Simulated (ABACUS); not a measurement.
Runs of ABACUS 3.10.1 on Ba2Tl5V3O12. Symmetry: R-3m, No. 166, trigonal system. Conventional cell: a = 8.474 Å, b = 8.474 Å, c = 18.385 Å, α = 90.00°, β = 90.00°, γ = 120.00°. Ba (site symmetry -3m) is surrounded by 12 O at 3.23 Å. Ba (site symmetry -3m) is surrounded by 12 O at 3.22 Å. V (site symmetry 2/m) is surrounded by 4 O at 1.82 Å. Tl (site symmetry 2/m) is surrounded by 4 O at 2.36 Å. Around Tl (site symmetry 3m) lie 3 V at 2.80 Å and 6 O at 2.84 Å and 3 Tl at 2.98 Å. Around O (site symmetry 1) lie 1 V at 1.82 Å. The cell was built by a generator and needn't be a form met in nature.

```csv
task,level,potentials or basis,k mesh,cutoff (eV),SCF threshold on the density,eigensolver,symmetry key,threshold of the eigensolver,path,mesh quality,gap on the mesh (eV),pressure (GPa),moment (μB),V0 of scaled cells (Å³/atom),B0 (GPa),largest force (eV/Å)
equation of state,PBEsol,"SG15 ONCV 1.2 PBE, DZP LCAO (the cutoffs set its grid)",3 × 3 × 3,1361,1e-07,genelpa,1,-,-,not flagged,-,-,-,16.91,102,-
equation of state,LDA,"SG15 ONCV 1.2 PBE, DZP LCAO (the cutoffs set its grid)",3 × 3 × 3,1361,1e-07,genelpa,1,-,-,not flagged,-,-,-,16.44,113,-
equation of state,SCAN,"SG15 ONCV 1.2 PBE, DZP LCAO (the cutoffs set its grid)",3 × 3 × 3,1361,1e-07,genelpa,1,-,-,not flagged,-,-,-,(b),106,-
equation of state,RPBE,"SG15 ONCV 1.2 PBE, DZP LCAO (the cutoffs set its grid)",3 × 3 × 3,1361,1e-07,genelpa,1,-,-,not flagged,-,-,-,18.26,(a),-
single point,SCAN,"SG15 ONCV 1.2 PBE, plane waves",2 × 2 × 2,1320,1e-08,dav,1,-,-,coarse,none,(c),1.56,-,-,0.33
single point,LDA,"PseudoDojo NC SR 0.4.1 LDA standard, plane waves",3 × 3 × 3,1143,1e-08,dav,1,-,-,not flagged,none,-7.6,(d),-,-,0.52
```

Alike in all rows: spin collinear, ferromagnetic start; cell as given; smearing fermi-dirac 0.05 eV.

**Question.** Fill in the values left out.

**Answer.** (a) 79; (b) 16.86; (c) -4.4; (d) 0.54.

Caveats: some runs use coarse meshes; the potentials were made for another functional, which shifts forces and pressure (some runs); the atomic orbitals were generated for these runs and aren't a published set (some runs); the cell was scaled at fixed shape and fractional positions, which overstates the stiffness of a crystal with free parameters, most of all of layers and chains (some runs); the basis of atomic orbitals isn't converged, which shifts pressures, moduli and gaps (some runs); semilocal functionals often make such compounds metallic where correlation or magnetic order opens a gap, which also shifts bond lengths (some runs); this release of the barium file is off (some runs); there are fewer bands than atomic start orbitals, so a level may be missed at k points of high symmetry (some runs).

A k mesh can miss the band edges, and the runs leave out spin-orbit coupling on Ba, Tl.

A gap of «none» marks a metal or a gap under the smearing width.

Runs at the PBE level aren't shown here.
